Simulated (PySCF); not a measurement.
**[Pb(SH)3]−: other functionals and bases at one geometry**

An exercise on one series of results from a longer session: the logs are not shown, and one member is left open.

Program: PySCF 2.14.0. Level of theory: several levels, as the steps say, no spin–orbit coupling. These are calculated values, not measurements.

5 further runs of the same task are left out: 2 for a known fault of the program, 1 that didn't finish, 2 set aside as unsound or not needed.

### Starting geometry

7 atoms, charge -1, spin multiplicity 1.

Bond lengths: Pb1–S2 2.704 Å, Pb1–S4 2.703 Å, Pb1–S6 2.704 Å, S2–H3 1.360 Å, S4–H5 1.361 Å, S6–H7 1.360 Å. Angles: S2–Pb1–S4 97.7°, S2–Pb1–S6 98.5°, S4–Pb1–S6 98.7°, Pb1–S2–H3 90.7°, Pb1–S4–H5 90.9°, Pb1–S6–H7 90.5°.

As a file:

```tsv
atom	x (Å)	y (Å)	z (Å)
Pb1	-0.0092	-0.0104	0.6040
S2	2.3299	-0.3835	-0.7006
H3	2.9299	0.5645	0.0688
S4	-0.8064	2.2102	-0.7144
H5	-1.8946	2.3266	0.0940
S6	-1.5015	-1.8320	-0.7249
H7	-1.0480	-2.8181	0.0953
```

Formal oxidation states: Pb +2. An earlier session relaxed this geometry at TPSS, Pb def2-SVP with ECP60, S def2-SVP, H def2-SVP (singlet, point group C1).

At TPSS on the finer grid: E = -1389.058898 Eh, HOMO -0.69 eV, LUMO 3.16 eV, Mulliken charge on Pb1 +0.29 e, largest force component 0.011 eV/Å. 

Levels to run: wB97X; revPBE; CAM-B3LYP; PBE0; TPSS, TZVP; TPSS, x2c-SVP. Hardware: 2 threads of Arm Neoverse V2, shared host.

The first run:

run.py (the lines that set the calculation)

```python
mol = gto.M(atom='''
Pb    -0.00920    -0.01041     0.60405
S      2.32992    -0.38348    -0.70057
H      2.92991     0.56455     0.06884
S     -0.80642     2.21019    -0.71435
H     -1.89463     2.32655     0.09396
S     -1.50152    -1.83200    -0.72487
H     -1.04805    -2.81813     0.09531''',
    basis={'Pb': 'def2-SVP', 'S': 'def2-SVP', 'H': 'def2-SVP'},
    ecp={'Pb': 'def2-SVP'},
    charge=-1, spin=0)
mf = dft.RKS(mol, xc='WB97X')
mf.grids.atom_grid = (75, 302)
mf = mf.density_fit()  # fitting sets: Pb def2-universal-JKFIT, S def2-universal-JKFIT, H def2-universal-JKFIT
mf.conv_tol = 1e-08; mf.max_cycle = 55
mf.kernel(dm0)  # dm0: the density of the relaxed state
```

On the command line:

```console
$ OMP_NUM_THREADS=2 python run.py
```

Steps of the session up to this table: wB97X; revPBE; CAM-B3LYP; PBE0; TPSS, TZVP; TPSS, x2c-SVP.

One table of the session follows, with a row left open; its other results are not shown here.

```
              level  HOMO (eV)  gap (eV)  charge on Pb1 (e)  dipole (D)  largest force component (eV/Å)
TPSS (relaxed here)      -0.69      3.85               0.29        5.93                            0.01
              wB97X      -3.69      9.18               0.38        6.43                            0.38
             revPBE          ?         ?                  ?           ?                               ?
          CAM-B3LYP      -2.71      7.40               0.32        6.09                            0.31
               PBE0      -1.63      5.37               0.32        6.13                            0.28
         TPSS, TZVP      -1.09      3.69               0.50        6.16                            0.22
      TPSS, x2c-SVP      -0.69      3.86               0.31        5.90                            0.71
```

Q: Estimate the row for revPBE from the others.

**Answer.** HOMO (eV): -0.52; gap (eV): 3.69; charge on Pb1 (e): 0.26; dipole (D): 5.81; largest force component (eV/Å): 0.15. In the column «HOMO (eV)» it is the highest.

The dipole of a charged species depends on the origin, so these sizes hold for this origin alone.

In one basis the HOMO–LUMO gap runs from 3.69 eV (revPBE) to 9.18 eV (wB97X). The largest leftover force, 0.71 eV/Å with TPSS, x2c-SVP, stands at a geometry relaxed at another level. Total energies of different levels can't be compared.
